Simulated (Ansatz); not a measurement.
**C₂H₅NSSi: up Jacob's ladder to CCSD(T)**

One table from this session's results is given with a row withheld; the runs are named, their logs left out.

Program: Ansatz 0.2.0, Gaussian basis. Level of theory: functionals in def2-TZVPP, the program's frozen cores in correlated methods. These are calculated values, not measurements.

The runs, in order: PBE-D4, r2SCAN-D4, PBE0-D4, B3LYP-D4, ωB97X-V, ωB97M-V, B2PLYP; CCSD(T)/def2-TZVPP; MP2/def2-QZVPP; extrapolation to the limit.

### The relaxed structure

An earlier PBE0-D4 in a triple-zeta def2 set relaxation fixed the geometry.

SMILES `N[SiH]1C=C1S`, 10 atoms, charge 0, spin multiplicity 1.

Atoms are counted from 1 here; the program's logs count them from 0.

Bond lengths: N1–Si2 1.698 Å, N1–H6 1.005 Å, N1–H7 1.005 Å, Si2–C3 1.781 Å, Si2–C4 1.807 Å, Si2–H8 1.480 Å, C3–C4 1.353 Å, C3–H9 1.084 Å, C4–S5 1.722 Å, S5–H10 1.342 Å. Angles: Si2–N1–H6 122.1°, Si2–N1–H7 123.8°, H6–N1–H7 113.4°, N1–Si2–C3 124.5°, N1–Si2–C4 125.3°, N1–Si2–H8 106.0°, C3–Si2–C4 44.3°, C3–Si2–H8 124.2°, C4–Si2–H8 121.4°, Si2–C3–C4 68.9°, Si2–C3–H9 157.4°, C4–C3–H9 133.6°, Si2–C4–C3 66.8°, Si2–C4–S5 159.9°, C3–C4–S5 133.1°, C4–S5–H10 97.3°.

Set-up of the first run:

in.yaml

```yaml
crystal:
  periodic: [false, false, false]
  atoms:
    - {symbol: N, position_ang: [0.127483, 0.216985, 1.945191]}
    - {symbol: Si, position_ang: [0.467953, -0.495146, 0.442112]}
    - {symbol: C, position_ang: [-0.767918, -1.076986, -0.701340]}
    - {symbol: C, position_ang: [-0.185608, 0.059775, -1.149006]}
    - {symbol: S, position_ang: [-0.448229, 1.051726, -2.531977]}
    - {symbol: H, position_ang: [0.834228, 0.342357, 2.648761]}
    - {symbol: H, position_ang: [-0.736173, 0.684471, 2.159988]}
    - {symbol: H, position_ang: [1.827474, -1.067164, 0.561184]}
    - {symbol: H, position_ang: [-1.565139, -1.707518, -1.077965]}
    - {symbol: H, position_ang: [0.529028, 1.940300, -2.293949]}
basis:
  gaussian: {orbitals: def2-TZVPP}
hamiltonian: {xc: pbe, dispersion: d4}
output: {forces: true, orbitals: {seedname: orbitals}}
```

On the command line:

```sh
$ ansatz run in.yaml --threads 4 --pin off --events-out ev --progress --plain --max-ram 10444MiB
```

Among the steps run: PBE-D4 (GGA); r2SCAN-D4 (meta-GGA); PBE0-D4 (hybrid); B3LYP-D4 (hybrid); ωB97X-V (range-separated); ωB97M-V (range-separated); B2PLYP (double hybrid); CCSD(T) in def2-TZVPP; MP2 in def2-QZVPP.

One table of the session follows, with a row left open; its other results are not shown here.

It belongs to the step «Atomisation energies». 

| method | atomisation energy (eV) |
| --- | --- |
| PBE-D4 | 39.278 |
| r2SCAN-D4 | ? |
| PBE0-D4 | 38.431 |
| B3LYP-D4 | 38.167 |
| ωB97X-V | 38.380 |
| ωB97M-V | 38.410 |
| B2PLYP | 37.691 |
| HF/def2-TZVPP | 26.354 |
| MP2/def2-TZVPP | 37.674 |
| CCSD/def2-TZVPP | 36.092 |
| CCSD(T)/def2-TZVPP | 36.847 |
| MP2/CBS | 38.934 |
| CCSD(T)/CBS | 38.107 |

**Question.** Estimate the row for r2SCAN-D4.

As computed: atomisation energy (eV): 38.326. In the column «atomisation energy (eV)» it lies between B3LYP-D4 (38.167) and ωB97X-V (38.380).

Caveats from the session: Free atoms (1 N, 1 Si, 2 C, 1 S, 5 H) were run apart at each level; the atomisation energy is their sum less the molecule, without zero-point or spin-orbit terms.
